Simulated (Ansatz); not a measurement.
**CH5Ge (SMILES [CH3][GeH2]) at UBHLYP/def2-TZVP**

Aim: the vertical ionisation energy of CH5Ge at UBHLYP/def2-TZVP, from 2 runs. 

The calculation is run with Ansatz 0.2.0.

36 further runs of the same task are left out: 36 set aside as unsound or not needed.

## 1. The molecule

CH5Ge has 7 atoms, charge 0, and is taken as a doublet. SMILES: `[CH3][GeH2]`. The shape is that of a PBE0-D4/def2-TZVP optimisation.

Bond lengths: C1–Ge2 1.960 Å, C1–H3 1.090 Å, C1–H4 1.090 Å, C1–H5 1.093 Å, Ge2–H6 1.546 Å, Ge2–H7 1.546 Å. Angles: C1–Ge2–H6 111.3°, C1–Ge2–H7 111.3°, Ge2–C1–H3 110.3°, Ge2–C1–H4 110.3°, Ge2–C1–H5 109.7°, H6–Ge2–H7 109.5°, H3–C1–H4 109.0°, H3–C1–H5 108.8°, H4–C1–H5 108.8°.

## 2. The energy at UBHLYP/def2-TZVP

input.yaml reads:

```yaml
crystal:
  periodic: [false, false, false]
  atoms:
    - symbol: C
      position_ang: [-0.247600, -0.809300, -0.206400]
    - symbol: Ge
      position_ang: [0.396000, 0.824800, 0.663000]
    - symbol: H
      position_ang: [-1.153200, -1.166400, 0.283800]
    - symbol: H
      position_ang: [0.513100, -1.588100, -0.157000]
    - symbol: H
      position_ang: [-0.473200, -0.603400, -1.255600]
    - symbol: H
      position_ang: [-0.673100, 1.940800, 0.621200]
    - symbol: H
      position_ang: [1.699200, 1.333700, 0.005300]
basis:
  gaussian:
    orbitals: def2-TZVP
hamiltonian:
  xc: {name: BHLYP}
accuracy: high
output: {orbitals: {seedname: orbitals}}
magnetization:
  spin_polarized: true
  initial_magnetization: 1
```

Command:

```sh
$ ansatz run input.yaml --threads 1 --pin off --max-ram 3480MiB --events-out events.jsonl --progress --plain --runs-dir runs
```

The log of the run:

```text
Warning: RAYON_NUM_THREADS=1 ignored (pool sized by the plan → 1); use --threads N
Functional definition: BHLYP
  name "BHLYP"
  parameter a = 0.5
  exchange = (1 - a)*b88_x + a*exact_x
  correlation = lyp_c
1947 factors; integrals over basis functions are off by at most 4.7e-9 eV
mean field evaluation 1: about -57630.9954 eV, gradient 2.9e1 eV
mean field evaluation 2: about -57631.3047 eV, gradient 2.6e1 eV
mean field evaluation 4: about -57634.6621 eV, gradient 7.6e-1 eV
mean field evaluation 8: about -57634.6977 eV, gradient 4.6e-2 eV
mean field evaluation 16: about -57634.6977 eV, gradient 1.1e-4 eV
mean field -57634.69769754 eV, -2118.0360741832 hartree, gradient 4.6e-8 eV, S^2 0.751745; 0 other end points of the search recorded, 0 dependent functions left out
reference -57634.69772381 eV, -2118.0360751488 hartree; 22, 21 occupied and 87, 88 virtual orbitals, 1947 factors
Total energy: -57634.69772381 eV, -2118.0360751488 hartree
```

Wall time 14 s (1 thread of Arm Neoverse V2, shared host); peak memory 0.44 GiB.

## 3. The singlet cation at the same level

molecule.yaml reads:

```yaml
crystal:
  periodic: [false, false, false]
  atoms:
    - {symbol: C, position_ang: [-0.247600, -0.809300, -0.206400]}
    - {symbol: Ge, position_ang: [0.396000, 0.824800, 0.663000]}
    - {symbol: H, position_ang: [-1.153200, -1.166400, 0.283800]}
    - {symbol: H, position_ang: [0.513100, -1.588100, -0.157000]}
    - {symbol: H, position_ang: [-0.473200, -0.603400, -1.255600]}
    - {symbol: H, position_ang: [-0.673100, 1.940800, 0.621200]}
    - {symbol: H, position_ang: [1.699200, 1.333700, 0.005300]}
basis:
  gaussian: {orbitals: def2-TZVP}
total_charge: 1
hamiltonian: {xc: {name: BHLYP}}
accuracy: high
output: {orbitals: {seedname: orbitals}}
```

Command:

```sh
$ ansatz run molecule.yaml --threads 1 --pin off --max-ram 3480MiB --events-out events.jsonl --progress --plain --runs-dir runs
```

The log of the run:

```text
Warning: RAYON_NUM_THREADS=1 ignored (pool sized by the plan → 1); use --threads N
[... 5 set-up lines as earlier in the session ...]
1947 factors; integrals over basis functions are off by at most 4.7e-9 eV
mean field evaluation 1: about -57617.2624 eV, gradient 6.4e1 eV
mean field evaluation 2: about -57614.0621 eV, gradient 6.5e1 eV
mean field evaluation 4: about -57626.5334 eV, gradient 3.1e0 eV
mean field evaluation 8: about -57626.5743 eV, gradient 1.2e-1 eV
mean field evaluation 16: about -57626.5744 eV, gradient 2.1e-5 eV
mean field -57626.57441046 eV, -2117.7375488892 hartree, gradient 2.1e-8 eV, S^2 0.000000; 0 other end points of the search recorded, 0 dependent functions left out
reference -57626.57443642 eV, -2117.7375498432 hartree; 21, 21 occupied and 88, 88 virtual orbitals, 1947 factors
Total energy: -57626.57443642 eV, -2117.7375498432 hartree
```

It took 8.7 s on 1 thread of Arm Neoverse V2, shared host; peak memory 0.32 GiB.

## 4. Results

Level: UBHLYP/def2-TZVP.

| quantity | value |
| --- | --- |
| doublet CH5Ge: total energy | -2118.03608 Eh |
| doublet CH5Ge: HOMO energy (highest over α and β) | -6.75 eV |
| doublet CH5Ge: LUMO energy (lowest over α and β) | -1.55 eV |
| doublet CH5Ge: ⟨S²⟩ | 0.752 |
| singlet cation: total energy | -2117.73755 Eh |
| singlet cation: HOMO energy | -16.57 eV |
| singlet cation: LUMO energy | -9.46 eV |
| singlet cation: HOMO–LUMO gap | 7.11 eV |
| vertical ionisation energy (to the singlet cation) | 8.123 eV |

**Reading.** Removing an electron at fixed nuclei costs 8.12 eV (784 kJ/mol). Only the singlet of the ionised species was computed; a triplet could lie lower.
